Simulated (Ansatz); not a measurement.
Write a Python script for Ansatz 0.2.0 through its Python package that makes a polarisability from point charges of CH₅FOSn, SMILES O[CH](F)[SnH3]. Use (for the species named): MP2, def2-SVPD basis, multiplicity 1.

```yaml
atoms:
  - { symbol: O, position_ang: [1.4710, 0.6734, -0.8995] }
  - { symbol: C, position_ang: [0.4728, 0.8711, 0.1064] }
  - { symbol: F, position_ang: [-0.4153, 1.9174, -0.2098] }
  - { symbol: Sn, position_ang: [-0.5726, -0.9295, 0.3596] }
  - { symbol: H, position_ang: [0.9101, 0.5540, -1.7625] }
  - { symbol: H, position_ang: [1.0008, 1.1194, 1.0562] }
  - { symbol: H, position_ang: [-1.4544, -1.3158, -1.1246] }
  - { symbol: H, position_ang: [0.4847, -2.2286, 0.7637] }
  - { symbol: H, position_ang: [-1.8085, -0.7077, 1.6934] }
```

`ch5fosn.py`:
```python
import ansatz
import numpy as np


def main() -> None:
    geometry_ang = [
        ("O", [1.471, 0.6734, -0.8995]),
        ("C", [0.4728, 0.8711, 0.1064]),
        ("F", [-0.4153, 1.9174, -0.2098]),
        ("Sn", [-0.5726, -0.9295, 0.3596]),
        ("H", [0.9101, 0.554, -1.7625]),
        ("H", [1.0008, 1.1194, 1.0562]),
        ("H", [-1.4544, -1.3158, -1.1246]),
        ("H", [0.4847, -2.2286, 0.7637]),
        ("H", [-1.8085, -0.7077, 1.6934]),
    ]
    system = ansatz.Crystal.molecule()
    for symbol, xyz in geometry_ang:
        system = system.atom(symbol, xyz)

    job = (
        system.calculation()
        .basis(gaussian="def2-SVPD")
        .correlation("mp2")
        .forces()
    )
    centre = np.mean([site.position_ang for site in system.cartesian_sites], axis=0)
    field = 2 * 14.399645 * 2.0 / 25.0 ** 2


    def dipole(axis, sign):
        arm = 25.0 * np.eye(3)[axis]
        pair = [{"charge": sign * 2.0, "position_ang": (centre - arm).tolist()}, {"charge": -sign * 2.0, "position_ang": (centre + arm).tolist()}]
        deck = job.input().set(ansatz.key.basis.gaussian.point_charges, pair)
        return np.array(ansatz.Session.from_dict(deck).plan().execute().report["charge_distribution"]["dipole_moment_e_ang"])


    print(f"field {field:.4f} V/A")
    alpha = np.array([(dipole(axis, 1) - dipole(axis, -1)) / (2 * field) * 14.399645 for axis in range(3)])
    print("polarisability tensor (A^3)")
    print(np.array2string(alpha, precision=3, suppress_small=True))
    print(f"mean {np.trace(alpha) / 3:.3f} A^3 = {np.trace(alpha) / 3 / 0.14818471:.2f} bohr^3")


if __name__ == "__main__":
    main()
```

```console
$ python ch5fosn.py
field 0.0922 V/A
polarisability tensor (A^3)
[[ 9.166  0.385 -0.476]
 [ 0.357  9.329 -0.243]
 [-0.474 -0.234  9.124]]
mean 9.206 A^3 = 62.13 bohr^3
```

What to keep in mind:
- The geometry is a force-field or estimated start, not a minimum of this method, and the basis set is short of its limit. The field of two point charges is only nearly even.
- def2 sets replace the cores of elements past krypton by effective core potentials.
- Run time: 76 s on 1 thread of Arm Neoverse V1, with other jobs on the host, peak memory 0.52 GiB.
